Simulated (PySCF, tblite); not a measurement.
# C₆H₁₀N₄Si: geometry, infrared bands and NMR shifts

Aim: predict the infrared bands and NMR shifts of C₆H₁₀N₄Si (`C[Si](C)(C)c1[nH]nnc1C#N`).

Programs: tblite 0.8.0 and PySCF 2.14.0, with density-fitted response routines of our own. Each step states its level of theory. These are calculated values for one molecule in the gas phase, unless marked as measured. Atoms count from 0, in the outputs and in this text.

## (1) Starting geometry

21 atoms, charge 0, multiplicity 1; geometry from: force field or distance geometry start.

Bonds of the start (Å): C0–Si1 1.85, Si1–C2 1.83, Si1–C3 1.85, Si1–C4 1.87, C4–N5 1.38, N5–N6 1.35, N6–N7 1.32, N7–C8 1.37, C8–C9 1.43, C9–N10 1.16, C8–C4 1.40, C0–H11 1.09, C0–H12 1.10, C0–H13 1.10, C2–H14 1.10, C2–H15 1.08, C2–H16 1.10, C3–H17 1.10, C3–H18 1.10, C3–H19 1.10, N5–H20 1.02.

## (2) Relaxing the molecule with GFN2-xTB

The job: settings as JSON, then the geometry in Å.

```
{"job": {"kind": "relax", "xc": "GFN2-xTB", "basis": "xTB"}, "charge": 0, "multiplicity": 1}
C     -1.483000     1.510600     0.921600
Si    -0.748600     0.000900     0.154700
C     -1.430300    -0.369500    -1.507800
C     -0.805600    -1.452200     1.295700
C      1.066200     0.368500    -0.091100
N      1.678900     1.561000     0.222700
N      2.991000     1.562600    -0.073800
N      3.287000     0.384200    -0.589600
C      2.138100    -0.360300    -0.620200
C      2.134000    -1.689700    -1.135400
N      2.092800    -2.775700    -1.553600
H     -1.388400     2.379300     0.267400
H     -1.025800     1.756500     1.890500
H     -2.556400     1.367500     1.104300
H     -1.301200     0.487700    -2.190300
H     -0.967500    -1.241200    -1.950500
H     -2.512700    -0.563600    -1.448900
H     -0.297800    -1.252300     2.249900
H     -1.840200    -1.725500     1.544000
H     -0.323500    -2.337200     0.865600
H      1.284100     2.405200     0.644300
```

On the command line:

```bash
> OMP_NUM_THREADS=1 python probes_run.py task.json out
```

This one command runs all jobs of the session in turn.

**Question.** This job is followed by: GFN2-xTB harmonic vibrations, gas phase; GIAO PBE0/pcSseg-1 NMR shielding, non-relativistic, gas phase. What will the session give for the following? strongest single infrared mode (GFN2-xTB); zero-point energy (GFN2-xTB); 13C shifts against TMS (PBE0/pcSseg-1, means over atoms taken as alike); 1H shifts against TMS (PBE0/pcSseg-1, means over atoms taken as alike); 29Si shifts against TMS (PBE0/pcSseg-1); 15N shifts against NH3 (PBE0/pcSseg-1); surface potential, 1st and 99th percentile.

As calculated:

| quantity | value |
| --- | --- |
| strongest single infrared mode (GFN2-xTB) | 868 cm⁻¹, 261 km/mol |
| zero-point energy (GFN2-xTB) | 98.8 kcal/mol |
| 13C shifts against TMS (PBE0/pcSseg-1, means over atoms taken as alike) | 152.7, 131.2, 119.6, -1.8 ppm |
| 1H shifts against TMS (PBE0/pcSseg-1, means over atoms taken as alike) | 11.00, 0.49 ppm |
| 29Si shifts against TMS (PBE0/pcSseg-1) | -11.0 ppm |
| 15N shifts against NH3 (PBE0/pcSseg-1) | 405.7, 397.6, 327.8, 259.3 ppm |
| surface potential, 1st and 99th percentile | -1.72 V and 2.68 V |

In words: Relaxing lowered the energy by 0.303 eV in 48 steps; the close pair that moved most is Si1–C2, from 1.835 to 1.901 Å. All 57 modes are real, so the xTB geometry is a minimum. The strongest single mode, at 868 cm⁻¹, has its largest shares on H16, H18, H13 and Si1 (the list is cut at 4 atoms). Unscaled tight-binding wavenumbers are off by several per cent, some by more. Its intensities can rank the bands wrongly. At PBE0/pcSseg-1: The largest span, 593 ppm, is at N7, where the paramagnetic term is -454 ppm. NICS(1)zz of -34 ppm above the planar ring from C4 marks a diatropic (aromatic) ring current. By nearest atom (PBE0/pcSseg-1), the HOMO sits on C4, C8 about 23 % each; N6, N10 about 18 % each and the LUMO on C4 32 %; C8 13 %.
